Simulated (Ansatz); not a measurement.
# CHBF3N: the cost of one run

Method: the levels named in each step, in Ansatz 0.2.0.

### 1 The system as given

Bond lengths: C1–N2 1.137 Å, N2–B4 1.839 Å, F3–B4 1.332 Å, B4–F5 1.322 Å, B4–F6 1.332 Å, C1–H7 1.059 Å. Angles: C1–N2–B4 149.2°, N2–C1–H7 178.4°, N2–B4–F3 99.1°, N2–B4–F5 102.1°, N2–B4–F6 99.1°, F3–B4–F5 117.4°, F3–B4–F6 116.3°, F5–B4–F6 117.3°.

Structure file:

```xyz
7

C    -0.5577   -2.2699   -0.0820
N    -0.4488   -1.1770   -0.3761
F    -0.5661    0.7183    1.1492
B     0.1346    0.5183    0.0342
F    -0.2237    1.2010   -1.0395
F     1.4322    0.2633    0.1913
H    -0.6720   -3.2930    0.1656
```

### 2 A rough first relaxation, PBE-D4/def2-SVP

This run stands in another session on the same molecule. It ended at:

```xyz
7

C    -0.5882   -2.3974   -0.0859
N    -0.3067   -1.2730   -0.0338
F    -0.5291    0.9523    1.1673
B     0.1740    0.6239    0.0662
F    -0.3078    1.0198   -1.1278
F     1.5084    0.4874    0.1909
H    -0.8520   -3.4521   -0.1342
```

### 3 Relaxation, B2PLYP/def2-TZVPP

input.yaml reads:

```yaml
crystal:
  periodic: [false, false, false]
  atoms:
    - { symbol: C, position_ang: [-0.58823673, -2.39737562, -0.08593257] }
    - { symbol: "N", position_ang: [-0.30672436, -1.27304061, -0.03382791] }
    - { symbol: F, position_ang: [-0.5291028, 0.95231094, 1.16728907] }
    - { symbol: B, position_ang: [0.17402098, 0.6239013, 0.0661614] }
    - { symbol: F, position_ang: [-0.3077748, 1.01981738, -1.12779732] }
    - { symbol: F, position_ang: [1.50838211, 0.48741266, 0.19094582] }
    - { symbol: H, position_ang: [-0.85204441, -3.45207605, -0.13422848] }
basis:
  gaussian: { orbitals: def2-TZVPP }
hamiltonian:
  xc: { name: B2PLYP }
relax:
  f_tol: 0.002
  max_steps: 150
```

Command:

```
ansatz run input.yaml --threads 4 --pin off --max-ram 10240MiB --backend cpu --events-out ev --progress --plain --runs-dir out
```

Q: Estimate wall time and peak memory on 4 threads of Intel Xeon at 2.50GHz (Skylake/Cascade Lake), shared host.

About 4.2 min, with a peak of 0.72 GiB.
